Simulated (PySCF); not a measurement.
# C₃H₁₁PSi₂: electronic excitations at several levels of theory

How much do the electronic excitations of C₃H₁₁PSi₂ (`C=C[Si@@H](C)P[SiH3]`) depend on the level of theory, and what does each level cost?

The runs use PySCF 2.14.0, with density-fitted response routines of our own; the level of theory stands in each step. All values are computed, except where a source is named. Atoms are numbered from 0 throughout.

### Step 1. The starting structure

17 atoms, charge 0, multiplicity 1; geometry from: GFN2-xTB.

Bonds of the start (Å): C0–C1 1.32, C1–Si2 1.89, Si2–C3 1.90, Si2–P4 2.25, P4–Si5 2.23, C0–H6 1.08, C0–H7 1.08, C1–H8 1.08, Si2–H9 1.48, C3–H10 1.09, C3–H11 1.09, C3–H12 1.09, P4–H13 1.38, Si5–H14 1.46, Si5–H15 1.46, Si5–H16 1.47.

### Step 2. Relaxing the molecule at PBE0-D3(BJ)/def2-SVP

The job: settings as JSON, then the geometry in Å.

```
{"job": {"xc": "PBE0", "basis": "def2-SVP", "d3": "d3bj", "grid": 1, "kind": "geom"}, "charge": 0, "multiplicity": 1}
C     -2.960161    -0.948155     0.315592
C     -2.046902    -0.016740     0.538955
Si    -0.389203     0.113349    -0.353575
C     -0.154782     1.826839    -1.147901
P      1.174364    -0.083181     1.254521
Si     2.975318    -0.695213     0.098623
H     -3.884773    -1.001762     0.870537
H     -2.823762    -1.703501    -0.441415
H     -2.235896     0.712872     1.318391
H     -0.306802    -0.931694    -1.392515
H     -0.154405     2.607664    -0.392466
H      0.791777     1.882330    -1.677793
H     -0.947195     2.046970    -1.856016
H      0.808471    -1.364614     1.618503
H      3.907862    -1.303810     1.046545
H      3.545721     0.520813    -0.478947
H      2.693370    -1.650137    -0.977994
```

The log of the run:

```text
step   0  E = -1040.38592764  max force = 0.020915
step   1  E = -1040.39046668  max force = 0.003988
step   2  E = -1040.39069816  max force = 0.000975
step   3  E = -1040.39076204  max force = 0.001106
step   4  E = -1040.39079265  max force = 0.000701
step   5  E = -1040.39080932  max force = 0.000422
step   6  E = -1040.39081890  max force = 0.000561
step   7  E = -1040.39082614  max force = 0.000439
optimisation converged
```

Wall time 77 s (1 thread, shared host).

Relaxation path:

```
step  energy from step 0 (eV)  largest force component (eV/Å)
   0                   0.0000                          1.0755
   1                  -0.1235                          0.2051
   2                  -0.1298                          0.0501
   3                  -0.1316                          0.0569
   4                  -0.1324                          0.0360
   5                  -0.1328                          0.0217
   6                  -0.1331                          0.0288
   7                  -0.1333                          0.0226
```

Close pairs (by a distance rule), those that changed most:

```
   bond  before (Å)  after (Å)  change (Å)
 P4–H13       1.381      1.431      +0.049
Si5–H15       1.462      1.495      +0.033
 P4–Si5       2.226      2.258      +0.032
Si5–H14       1.462      1.494      +0.032
Si5–H16       1.466      1.497      +0.031
 Si2–C3       1.903      1.879      -0.024
 Si2–H9       1.476      1.499      +0.023
 Si2–P4       2.252      2.272      +0.021
```

The end geometry stands in the next job.

```
                         at the end point                value
  point group (found at 0.08 Å tolerance)                   C1
rotational constants (GHz, main isotopes)  3.057, 0.929, 0.815
                        dipole moment (D)                 1.27
```

### Step 3. Excited states and response: CAM-B3LYP/def2-SVPD

The job: settings as JSON, then the geometry in Å.

```
{"job": {"kind": "uv", "xc": "CAM-B3LYP", "basis": "def2-SVPD", "ip": true}, "charge": 0, "multiplicity": 1}
C     -3.162374    -0.578538     0.400058
C     -2.213441     0.325222     0.672091
Si    -0.504427     0.284335    -0.081080
C     -0.102199     1.885332    -0.978527
P      0.991621     0.067614     1.615696
Si     2.788790    -0.413841     0.336423
H     -4.158232    -0.536340     0.855955
H     -2.985608    -1.407673    -0.294957
H     -2.450915     1.130201     1.381317
H     -0.443743    -0.875997    -1.027949
H     -0.109175     2.733181    -0.275848
H      0.891772     1.842916    -1.450338
H     -0.847440     2.081117    -1.764965
H      0.667894    -1.298389     1.891846
H      3.864285    -0.985079     1.202574
H      3.282697     0.866026    -0.257421
H      2.507551    -1.372512    -0.778404
```

With the program's defaults for keys left out, this is: TDDFT CAM-B3LYP/def2-SVPD, vertical, gas phase, core orbitals frozen in the response.

The log of the run:

```text
coarse grid: 14952 points
cycle   1  E = -1040.6720364810  dE =  9.640e-02  |g| = 3.301e-01  |ddm| = 5.077e+00
cycle   2  E = -1040.6885999383  dE = -1.656e-02  |g| = 2.524e-01  |ddm| = 8.753e-01
cycle   3  E = -1040.7059851274  dE = -1.739e-02  |g| = 3.869e-02  |ddm| = 4.448e-01
cycle   4  E = -1040.7063139218  dE = -3.288e-04  |g| = 2.537e-02  |ddm| = 9.572e-02
cycle   5  E = -1040.7064852092  dE = -1.713e-04  |g| = 3.419e-03  |ddm| = 3.746e-02
cycle   6  E = -1040.7064890396  dE = -3.830e-06  |g| = 9.363e-04  |ddm| = 8.840e-03
final grid: 128496 points
cycle   7  E = -1040.8427829898  dE = -1.743e-05  |g| = 2.783e-03  |ddm| = 5.039e-02
cycle   8  E = -1040.8427834934  dE = -5.036e-07  |g| = 2.504e-03  |ddm| = 8.702e-03
cycle   9  E = -1040.8427851371  dE = -1.644e-06  |g| = 1.270e-04  |ddm| = 3.093e-03
cycle  10  E = -1040.8427851406  dE = -3.489e-09  |g| = 1.009e-04  |ddm| = 5.143e-04
cycle  11  E = -1040.8427851434  dE = -2.805e-09  |g| = 2.021e-05  |ddm| = 1.613e-04
cycle  12  E = -1040.8427851435  dE = -1.271e-10  |g| = 7.481e-06  |ddm| = 3.570e-05
converged SCF energy = -1040.8427851435

Static polarisability (au): isotropic 122.835, principal 105.362 110.083 153.059

Singlet excitations
state   eV       nm        f      main configurations
  1   5.9341    208.9   0.03260   H->L 0.80
  2   6.3933    193.9   0.03223   H->L+1 0.57, H->L+2 0.15
  3   6.4523    192.2   0.02896   H-1->L 0.29, H-2->L 0.25, H->L+1 0.16
  4   6.6586    186.2   0.20579   H->L+2 0.59
  5   6.8487    181.0   0.10060   H->L+3 0.65, H->L+5 0.18
  6   6.9253    179.0   0.38342   H-1->L 0.39, H-2->L 0.23
  7   6.9947    177.3   0.04872   H->L+5 0.40, H->L+6 0.12, H-1->L 0.10
  8   7.2769    170.4   0.06186   H-1->L+1 0.50, H-1->L+3 0.15, H-1->L+2 0.13
  9   7.4075    167.4   0.06202   H->L+4 0.45, H->L+5 0.12, H->L+8 0.08
 10   7.4784    165.8   0.02125   H-1->L+2 0.44

Triplet excitations (Tamm-Dancoff, eV): 4.1752 5.3906 5.6251 5.9671
Vertical ionisation energy (delta-SCF) = 9.0113 eV
```

Run time: 2.9 min. Hardware: 1 thread, shared host.

Frontier orbitals and where they lie:

```
orbital      eV                        atoms
 HOMO−3  -10.46   C3 20 %, P4 16 %, Si2 14 %
 HOMO−2   -9.82   C1 26 %, C0 17 %, Si2 14 %
 HOMO−1   -9.06    C1 23 %, P4 22 %, C0 22 %
   HOMO   -8.39   P4 60 %, Si2 12 %, Si5 9 %
   LUMO    0.41     C0 29 %, C1 24 %, P4 9 %
 LUMO+1    1.09  Si5 27 %, P4 15 %, H13 13 %
 LUMO+2    1.10   Si5 29 %, P4 22 %, Si2 9 %
```

With each of the 10 states as a Gaussian band of 0.4 eV half-width at 1/e, the curve within the window shown has maxima at 180 nm (ε 29,000) L/(mol cm). Beyond the last state computed it falls off for lack of states. The curve at chosen wavelengths:

```json
{"nm": "159", "ε (L/mol/cm)": "2302"}
{"nm": "162", "ε (L/mol/cm)": "4611"}
{"nm": "165", "ε (L/mol/cm)": "7940"}
{"nm": "168", "ε (L/mol/cm)": "12374"}
{"nm": "171", "ε (L/mol/cm)": "17799"}
{"nm": "174", "ε (L/mol/cm)": "23425"}
{"nm": "177", "ε (L/mol/cm)": "27780"}
{"nm": "179", "ε (L/mol/cm)": "29263"}
{"nm": "182", "ε (L/mol/cm)": "28887"}
{"nm": "185", "ε (L/mol/cm)": "25779"}
{"nm": "188", "ε (L/mol/cm)": "21071"}
{"nm": "191", "ε (L/mol/cm)": "16017"}
{"nm": "194", "ε (L/mol/cm)": "11523"}
{"nm": "197", "ε (L/mol/cm)": "8013"}
{"nm": "200", "ε (L/mol/cm)": "5529"}
{"nm": "203", "ε (L/mol/cm)": "3893"}
{"nm": "206", "ε (L/mol/cm)": "2851"}
{"nm": "209", "ε (L/mol/cm)": "2170"}
{"nm": "212", "ε (L/mol/cm)": "1685"}
{"nm": "214", "ε (L/mol/cm)": "1420"}
{"nm": "217", "ε (L/mol/cm)": "1078"}
{"nm": "220", "ε (L/mol/cm)": "788"}
{"nm": "223", "ε (L/mol/cm)": "552"}
{"nm": "226", "ε (L/mol/cm)": "368"}
{"nm": "229", "ε (L/mol/cm)": "234"}
{"nm": "232", "ε (L/mol/cm)": "142"}
```

Further results of this job:

```
           property  computed
  dipole moment (D)      1.14
polarisability (Å³)     18.20
 HOMO–LUMO gap (eV)      8.80
      −ε(HOMO) (eV)      8.39
```

### Step 4. Excited states and response: wB97X-D/def2-SVPD

The job, as its differences from that of step 3:

```diff
@@ -1,2 +1,2 @@
-{"job": {"kind": "uv", "xc": "CAM-B3LYP", "basis": "def2-SVPD", "ip": true}, "charge": 0, "multiplicity": 1}
+{"job": {"kind": "uv", "xc": "wB97X-D", "basis": "def2-SVPD", "ip": true}, "charge": 0, "multiplicity": 1}
 C     -3.162374    -0.578538     0.400058
```

Method: TDDFT wB97X-D/def2-SVPD, vertical, gas phase, core orbitals frozen in the response.

The log of the run:

```text
coarse grid: 14952 points
cycle   1  E = -1040.6961705551  dE =  9.492e-02  |g| = 2.991e-01  |ddm| = 4.921e+00
cycle   2  E = -1040.7161925713  dE = -2.002e-02  |g| = 1.902e-01  |ddm| = 8.439e-01
cycle   3  E = -1040.7262467970  dE = -1.005e-02  |g| = 3.470e-02  |ddm| = 3.915e-01
cycle   4  E = -1040.7266055033  dE = -3.587e-04  |g| = 1.919e-02  |ddm| = 1.042e-01
cycle   5  E = -1040.7267079696  dE = -1.025e-04  |g| = 3.169e-03  |ddm| = 3.512e-02
cycle   6  E = -1040.7267123663  dE = -4.397e-06  |g| = 8.834e-04  |ddm| = 1.105e-02
final grid: 128496 points
cycle   7  E = -1040.8616922666  dE = -8.037e-05  |g| = 3.426e-03  |ddm| = 1.064e-01
cycle   8  E = -1040.8616954297  dE = -3.163e-06  |g| = 1.889e-03  |ddm| = 1.682e-02
cycle   9  E = -1040.8616965264  dE = -1.097e-06  |g| = 4.216e-04  |ddm| = 4.884e-03
cycle  10  E = -1040.8616966087  dE = -8.238e-08  |g| = 1.266e-04  |ddm| = 1.662e-03
cycle  11  E = -1040.8616966156  dE = -6.826e-09  |g| = 4.521e-05  |ddm| = 4.192e-04
cycle  12  E = -1040.8616966167  dE = -1.103e-09  |g| = 1.670e-05  |ddm| = 2.072e-04
cycle  13  E = -1040.8616966168  dE = -1.214e-10  |g| = 7.224e-06  |ddm| = 6.538e-05
converged SCF energy = -1040.8616966168

Static polarisability (au): isotropic 123.025, principal 105.360 110.314 153.400

Singlet excitations
state   eV       nm        f      main configurations
  1   5.9643    207.9   0.03607   H->L 0.79
  2   6.4643    191.8   0.05201   H-1->L 0.30, H-2->L 0.25, H->L+1 0.17
  3   6.5143    190.3   0.02808   H->L+2 0.60
  4   6.7306    184.2   0.15950   H->L+1 0.57, H->L+2 0.09
  5   6.8688    180.5   0.14177   H->L+3 0.65, H->L+4 0.09
  6   6.9510    178.4   0.41025   H-1->L 0.42, H-2->L 0.26, H->L+3 0.09
  7   7.0461    176.0   0.04370   H->L+5 0.31, H->L+4 0.29
  8   7.3856    167.9   0.04246   H-1->L+2 0.43, H-1->L+3 0.20, H-1->L+1 0.10
  9   7.5002    165.3   0.04499   H->L+5 0.33, H->L+4 0.27, H->L+7 0.09
 10   7.5811    163.5   0.04988   H-1->L+1 0.53

Triplet excitations (Tamm-Dancoff, eV): 4.2976 5.5007 5.7612 6.0240
Vertical ionisation energy (delta-SCF) = 9.0146 eV
```

It took 2.7 min on 1 thread, shared host.

This run: HOMO -8.94 eV, LUMO 1.07 eV; lowest singlet 5.96 eV.

(Part 1 of 2 ends here.)
